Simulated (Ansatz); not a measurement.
# Si₃H₈O: how energies converge with the basis set

One table from this session's results is given with a row withheld; the runs are named, their logs left out.

The runs use Ansatz 0.2.0, Gaussian basis; one geometry, several basis sets.

Plan: PBE0-D4/def2-SVP; ωB97M-V/def2-SVP; PBE0-D4/def2-QZVPP; ωB97M-V/def2-QZVPP; the functionals' def2-TZVPP values are taken from earlier runs.

## The geometry

All runs share one geometry, relaxed beforehand with PBE0-D4 in a triple-zeta def2 set.

SMILES `O[SiH]([SiH3])[SiH3]`, 12 atoms, charge 0, spin multiplicity 1.

Atoms are counted from 1 here; the program's logs count them from 0.

Bond lengths: O1–Si2 1.660 Å, O1–H5 0.958 Å, Si2–Si3 2.339 Å, Si2–Si4 2.349 Å, Si2–H6 1.496 Å, Si3–H7 1.489 Å, Si3–H8 1.487 Å, Si3–H9 1.487 Å, Si4–H10 1.491 Å, Si4–H11 1.488 Å, Si4–H12 1.489 Å. Angles: Si2–O1–H5 117.3°, O1–Si2–Si3 106.9°, O1–Si2–Si4 112.2°, O1–Si2–H6 110.9°, Si3–Si2–Si4 110.8°, Si3–Si2–H6 109.0°, Si4–Si2–H6 107.0°, Si2–Si3–H7 108.2°, Si2–Si3–H8 110.5°, Si2–Si3–H9 111.5°, H7–Si3–H8 108.6°, H7–Si3–H9 108.8°, H8–Si3–H9 109.0°, Si2–Si4–H10 110.7°, Si2–Si4–H11 111.2°, Si2–Si4–H12 109.6°, H10–Si4–H11 108.1°, H10–Si4–H12 108.4° and more.

Set-up of the first run:

Contents of in.yaml:

```yaml
crystal:
  periodic: [false, false, false]
  atoms:
    - {symbol: O, position_ang: [-1.487995, 1.437904, -0.423562]}
    - {symbol: Si, position_ang: [-0.019949, 0.761348, -0.046444]}
    - {symbol: Si, position_ang: [-0.266729, -0.284932, 2.030853]}
    - {symbol: Si, position_ang: [0.695367, -0.774935, -1.673024]}
    - {symbol: H, position_ang: [-1.555654, 1.906704, -1.256834]}
    - {symbol: H, position_ang: [1.040733, 1.811175, 0.060369]}
    - {symbol: H, position_ang: [1.043702, -0.881006, 2.411326]}
    - {symbol: H, position_ang: [-1.277129, -1.373286, 1.949785]}
    - {symbol: H, position_ang: [-0.678075, 0.681865, 3.083612]}
    - {symbol: H, position_ang: [0.743346, -0.135031, -3.018712]}
    - {symbol: H, position_ang: [-0.222224, -1.944017, -1.748168]}
    - {symbol: H, position_ang: [2.061607, -1.260991, -1.335001]}
basis:
  gaussian: {orbitals: def2-SVP}
hamiltonian: {xc: pbe0, dispersion: d4}
output: {orbitals: {seedname: orbitals}}
```

On the command line:

```bash
ansatz run in.yaml --threads 4 --pin off --events-out ev --progress --plain --max-ram 10444MiB
```

Among the steps run: PBE0-D4 in def2-SVP; ωB97M-V in def2-SVP; PBE0-D4 in def2-QZVPP; ωB97M-V in def2-QZVPP.

One of the session's tables, all rows but one given; the rest of the session is left out.

It belongs to the step «Density functionals: the series». 

```
functional       basis  HOMO (eV)
   PBE0-D4    def2-SVP      -7.61
   PBE0-D4  def2-TZVPP          ?
   PBE0-D4  def2-QZVPP      -7.63
   ωB97M-V    def2-SVP      -9.56
   ωB97M-V  def2-TZVPP      -9.60
   ωB97M-V  def2-QZVPP      -9.62
```

Estimate the missing values for PBE0-D4, def2-TZVPP.

As computed: HOMO (eV): -7.62. In the column «HOMO (eV)» it lies between PBE0-D4, def2-QZVPP (-7.63) and PBE0-D4, def2-SVP (-7.61).
